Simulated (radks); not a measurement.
# Valence configurations of Cu²⁺

An exercise on one series of results from a longer session: the logs are not shown, and one member is left open.

Program: radks (a radial shooting solver on a logarithmic mesh, Libxc functionals) version 1. Level of theory: non-relativistic Kohn-Sham, PBE, spin-polarised, spherical densities, point nucleus; open shells are filled with parallel spins first. These are calculated values, not measurements, unless marked.

### The system

```
element       : copper (Z = 29)
charge        : +2
electrons     : 27
configuration : [Ar] 3d9
others tried  : 3d8.5 4s0.5; 3d8 4p1; 3d6 4s2 4p1; 3d7 4p2; 3d7 4s2; 3d8 4s1; 3d5 4p4; 3d7.5 4s1.5; 3d5 4s0.5 4p3.5
```

Outer shells as boxes (Hund's rule):

Cu²⁺
```
[Ar] core
3d [↑↓][↑↓][↑↓][↑↓][↑ ]
```

The first run:

The run's settings:

```text
Z 29
configuration [Ar] 3d9
relativity non-relativistic
functional pbe,pbe
spin polarised
nucleus point
```

The run is started by

```sh
$ python run_ks.py task.json out
```

This one command runs every case of the session in turn.

Steps of the session up to this table: [Ar] 3d9.

One of the session's tables, all rows but one given; the rest of the session is left out.

It belongs to the step «[Ar] 3d9». Sizes of the orbitals, from the radial functions (bohr):

| level | <r> | outermost maximum (interpolated) | 90 % within | nodes |
| --- | --- | --- | --- | --- |
| 2p up | 0.2078 | 0.160 | 0.339 | 0 |
| 2p down | 0.2078 | 0.160 | 0.339 | 0 |
| 3s up | ? | ? | ? | ? |
| 3s down | 0.7205 | 0.622 | 1.08 | 2 |
| 3p up | 0.7488 | 0.622 | 1.16 | 1 |
| 3p down | 0.7500 | 0.623 | 1.16 | 1 |
| 3d up | 0.9131 | 0.595 | 1.58 | 0 |
| 3d down | 0.9232 | 0.597 | 1.61 | 0 |

Q: Estimate the row for 3s up from the others.

The run gave: <r>: 0.7198; outermost maximum (interpolated): 0.621; 90 % within: 1.08; nodes: 2. In the column «<r>» it lies between 2p down (0.2078) and 3s down (0.7205).
